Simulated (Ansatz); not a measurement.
# NiMoIrPdW (I4mm) in Ansatz: single point with PBE

Aim: the single point of NiMoIrPdW with PBE.

Everything below comes from runs of Ansatz 0.2.0. Logs are shortened: lines on timing, memory, paths and dates and some standing lists are left out, and cuts for length are marked.

### 1 The structure

Symmetry: I4mm, No. 107, tetragonal system. The conventional cell has a = 2.740 Å, b = 2.740 Å, c = 19.433 Å, α = 90.00°, β = 90.00°, γ = 90.00°. Around Ni (site symmetry 4mm) lie 4 Mo at 2.60 Å and 4 Pd at 2.67 Å and 4 Ni at 2.74 Å. Around Mo (site symmetry 4mm) lie 4 Ni at 2.60 Å and 4 Mo at 2.74 Å and 4 W at 2.94 Å. Around Pd (site symmetry 4mm) lie 4 Ni at 2.67 Å and 4 Pd at 2.74 Å and 4 Ir at 2.83 Å. Ir (site symmetry 4mm) is surrounded by 4 W at 2.69 Å and 4 Ir at 2.74 Å and 4 Pd at 2.83 Å. W (site symmetry 4mm) has 4 Ir at 2.69 Å and 4 W at 2.74 Å and 4 Mo at 2.94 Å as nearest neighbours.

The cell was built by a generator and needn't be a form met in nature.

### 2 Single point, PBE, collinear spin, ferromagnetic start

Input file input.yaml:

```yaml
crystal:
  lattice:
    - [-1.37004, 1.37004, 9.71647]
    - [1.37004, -1.37004, 9.71647]
    - [1.37004, 1.37004, -9.71647]
  atoms:
    - { symbol: Ni, position: [0.19862, 0.19862, 0.0], spin: 1.0 }
    - { symbol: Mo, position: [0.60922, 0.60922, 0.0], spin: 1.0 }
    - { symbol: Pd, position: [0.7931, 0.7931, 0.0] }
    - { symbol: Ir, position: [0.39944, 0.39944, 0.0], spin: 0.6 }
    - { symbol: W, position: [0.99565, 0.99565, 0.0] }
kpoints:
  mp_grid: { grid: [9, 9, 9] }
scf:
  occupations: { method: fermi_dirac, width: 0.05 }
hamiltonian:
  xc: pbe
  pseudopotentials: { kind: all_electron, lapw: { basis_error: 0.002 } }
magnetization:
  spin_polarized: true
output:
  forces: true
  stress: true
  eigenvalues: true
```

Potentials or basis: all-electron LAPW, scalar-relativistic.

On the command line:

```
$ ansatz run input.yaml --threads 8 --pin off --max-ram 24576MiB --backend cpu --events-out ev --progress --plain --runs-dir out
```

What it wrote:

```text
Warning: RAYON_NUM_THREADS=8 ignored (pool sized by the plan → 8); use --threads N
LAPW: plane waves up to 8.445 Å⁻¹, error target 2.0e-3 eV per atom; small_component_spin mean_spin; Ni in spheres of 1.303 Å, 18 of its electrons in bands, Dirac shells []; Mo in spheres of 1.299 Å, 30 of its electrons in bands, Dirac shells []; Pd in spheres of 1.355 Å, 28 of its electrons in bands, Dirac shells []; W in spheres of 1.355 Å, 38 of its electrons in bands, Dirac shells []; Ir in spheres of 1.337 Å, 41 of its electrons in bands, Dirac shells [] (how accurate: hamiltonian.pseudopotentials.lapw.basis_error, Limitations)
Engine: ansatz 0.2.0, aarch64-unknown-linux-gnu
Pseudopotentials: kind: all_electron
Pseudopotential: Ni, LAPW, valence charge 18, lapw/all_electron/scalar/gaussian/Ni, Koelling and Harmon's equation, gaussian nucleus
Pseudopotential: Mo, LAPW, valence charge 30, lapw/all_electron/scalar/gaussian/Mo, Koelling and Harmon's equation, gaussian nucleus
Pseudopotential: Pd, LAPW, valence charge 28, lapw/all_electron/scalar/gaussian/Pd, Koelling and Harmon's equation, gaussian nucleus
Pseudopotential: Ir, LAPW, valence charge 41, lapw/all_electron/scalar/gaussian/Ir, Koelling and Harmon's equation, gaussian nucleus
[... 72 lines left out ...]
  atom   2  Mo    -0.00000000     0.00000000    -0.03623951
  atom   3  Pd    -0.00000000     0.00000000    -0.07777203
  atom   4  Ir     0.00000000     0.00000000     0.18868211
  atom   5  W     -0.00000000    -0.00000000    -0.04279138
  max |Σ_I F_I| component: 3.21e-5 eV/Å
--- Stress (GPa, compression-positive) ---
        0.515222       0.000000      -0.000000
        0.000000       0.515222      -0.000000
       -0.000000      -0.000000      -0.677492
  P = ⅓ Tr σ = 0.1177 GPa (1.177 kbar)
--- Band table (eV; the first three rows and the last of 150) ---
  k-point 0 ↑: bands = ["-351.3568", "-351.3532", "-351.3532", "-300.2060", "-300.2060", "-300.2022", "-300.1992", "-300.1774", "-260.4464", "-260.4316", "-260.4210", "-260.4210", "-260.4081", "-208.5961", "-208.5958", "-208.5873", "-208.5873", "-208.5591", "-193.2480", "-193.2376", "-193.2370", "-193.2370", "-193.2196", "-78.6763", "-67.7392", "-59.9514", "-49.5417", "-39.1092", "-39.0343", "-39.0343", "-36.5790", "-32.1067", "-32.1067", "-32.1064", "-32.1018", "-32.0883", "-32.0883", "-32.0778", "-25.7025", "-25.5510", "-25.5510", "-24.6475", "-24.4303", "-24.4303", "-13.8671", "-13.3574", "-13.3574", "-10.6536", "-10.1547", "-10.1547", "-3.7733", "-3.7672", "-3.7672", "-3.7590", "-3.7522", "-3.7260", "-3.7260", "15.3840", "17.6346", "17.7876", "18.6661", "18.6995", "19.6991", "19.9068", "20.7036", "21.5715", "21.8726", "21.8726", "22.3020", "22.7056", "22.8673", "22.8673", "23.2403", "23.3390", "23.4816", "23.4816", "23.7256", "24.5014", "24.6767", "25.5252", "25.6305", "25.6305", "26.3707", "27.4434", "27.8255", "27.8255", "28.6588", "37.3479", "37.8372", "37.8372", "38.0247", "38.0247", "38.5661", "38.6330", "40.6164"]
  k-point 1 ↑: bands = ["-351.3568", "-351.3532", "-351.3532", "-300.2060", "-300.2060", "-300.2022", "-300.1992", "-300.1774", "-260.4464", "-260.4316", "-260.4210", "-260.4210", "-260.4081", "-208.5961", "-208.5958", "-208.5873", "-208.5873", "-208.5591", "-193.2480", "-193.2376", "-193.2370", "-193.2370", "-193.2196", "-78.6757", "-67.7346", "-59.9469", "-49.5278", "-39.1079", "-39.0388", "-39.0384", "-36.5541", "-32.1072", "-32.1072", "-32.1060", "-32.1015", "-32.0882", "-32.0881", "-32.0780", "-25.6963", "-25.5773", "-25.5753", "-24.6394", "-24.4729", "-24.4709", "-13.8422", "-13.4625", "-13.4526", "-10.6292", "-10.2616", "-10.2529", "-3.7712", "-3.7668", "-3.7663", "-3.7603", "-3.7488", "-3.7302", "-3.7301", "16.0745", "18.1554", "18.3306", "19.1061", "19.1616", "20.0888", "20.2062", "21.0339", "21.3378", "21.8322", "21.9713", "21.9733", "22.6528", "22.6617", "22.8603", "23.1289", "23.1572", "23.4167", "23.4653", "23.5755", "23.7955", "24.1381", "25.1651", "25.4470", "25.4552", "26.8124", "27.4957", "27.6770", "28.6156", "29.6365", "36.1669", "36.3558", "36.5283", "37.4781", "37.8772", "39.1731", "39.7322", "39.8483"]
  k-point 2 ↑: bands = ["-351.3568", "-351.3532", "-351.3532", "-300.2060", "-300.2060", "-300.2022", "-300.1992", "-300.1774", "-260.4464", "-260.4316", "-260.4210", "-260.4210", "-260.4081", "-208.5961", "-208.5958", "-208.5873", "-208.5873", "-208.5591", "-193.2480", "-193.2376", "-193.2370", "-193.2370", "-193.2196", "-78.6740", "-67.7231", "-59.9355", "-49.4926", "-39.1049", "-39.0500", "-39.0490", "-36.4912", "-32.1086", "-32.1086", "-32.1051", "-32.1009", "-32.0878", "-32.0878", "-32.0783", "-25.6809", "-25.6407", "-25.6367", "-24.6200", "-24.5762", "-24.5728", "-13.7809", "-13.7102", "-13.6888", "-10.5709", "-10.5134", "-10.4954", "-3.7659", "-3.7658", "-3.7647", "-3.7635", "-3.7401", "-3.7394", "-3.7390", "17.7795", "19.2599", "19.6458", "19.8892", "20.2065", "20.4479", "20.7849", "21.0172", "21.0919", "21.5566", "21.6243", "21.9068", "22.1294", "22.1787", "22.4847", "22.8028", "23.0117", "23.3088", "23.5309", "23.5513", "24.0755", "24.4132", "25.1162", "25.4268", "25.6050", "26.9686", "27.3204", "27.3579", "30.5320", "31.6439", "33.9948", "34.6994", "35.9095", "35.9116", "37.6885", "38.7096", "38.8414", "39.8292"]
  k-point 74 ↓: bands = ["-351.3568", "-351.3532", "-351.3532", "-300.2060", "-300.2060", "-300.2022", "-300.1992", "-300.1774", "-260.4464", "-260.4316", "-260.4210", "-260.4210", "-260.4081", "-208.5961", "-208.5958", "-208.5873", "-208.5873", "-208.5591", "-193.2480", "-193.2376", "-193.2370", "-193.2370", "-193.2196", "-78.6760", "-67.7369", "-59.9492", "-49.5347", "-39.1085", "-39.0390", "-39.0339", "-36.5665", "-32.1073", "-32.1066", "-32.1062", "-32.1016", "-32.0883", "-32.0881", "-32.0779", "-25.6994", "-25.5788", "-25.5487", "-24.6435", "-24.4758", "-24.4265", "-13.8546", "-13.4675", "-13.3480", "-10.6413", "-10.2675", "-10.1451", "-3.7723", "-3.7680", "-3.7658", "-3.7596", "-3.7505", "-3.7312", "-3.7250", "15.8402", "17.2536", "18.2626", "18.9076", "19.4354", "19.8962", "20.1975", "20.6978", "21.6243", "21.7924", "21.9407", "22.0324", "22.6262", "22.6309", "22.7965", "23.1544", "23.2430", "23.4452", "23.7315", "23.8242", "23.9494", "24.3642", "24.5374", "25.5915", "26.0193", "26.6681", "27.0515", "28.0693", "28.2714", "29.7452", "34.8115", "36.1341", "37.4761", "38.1264", "39.0838", "39.2830", "39.8403", "40.7814"]
```

It took 2.7 min on 8 threads of Arm Neoverse V2, shared host; peak memory 2.7 GiB.

Results:

* Free energy: -1213095.6987 eV
* Pressure: 0.1 GPa
* Largest force: 0.189 eV/Å
* Band gap on the k mesh: none (metal or under the smearing width)
* Net moment: 0.00 μB per cell
* Absolute moment: 0.00 μB per cell

Forces on the atoms (eV/Å):
```
Ni   0.000  0.000 -0.032
Mo   0.000  0.000 -0.036
Pd   0.000  0.000 -0.078
Ir   0.000  0.000  0.189
W    0.000  0.000 -0.043
```

Stress tensor (GPa, compression positive):
```
 0.52  0.00  0.00
 0.00  0.52  0.00
 0.00  0.00 -0.68
```

Levels at points of the mesh, in eV from the Fermi level:
Spin up:
| k point | band 74 | band 75 | band 76 | band 77 | band 78 | band 79 | band 80 | band 81 | band 82 | band 83 |
| --- | --- | --- | --- | --- | --- | --- | --- | --- | --- | --- |
| (0.00, 0.00, 0.00) | -0.99 | -0.85 | -0.85 | -0.61 | 0.17 | 0.34 | 1.19 | 1.30 | 1.30 | 2.04 |
Spin down:
| k point | band 76 | band 77 | band 78 | band 79 | band 80 | band 81 |
| --- | --- | --- | --- | --- | --- | --- |
| (0.00, 0.00, 0.00) | -0.85 | -0.61 | 0.17 | 0.34 | 1.19 | 1.30 |

Caveat: the k mesh is coarse (spacing up to 0.36 Å⁻¹), so the values aren't converged; the k mesh is thin for a metal, which can move the energy by tens of meV per atom; the starting moments weren't kept.
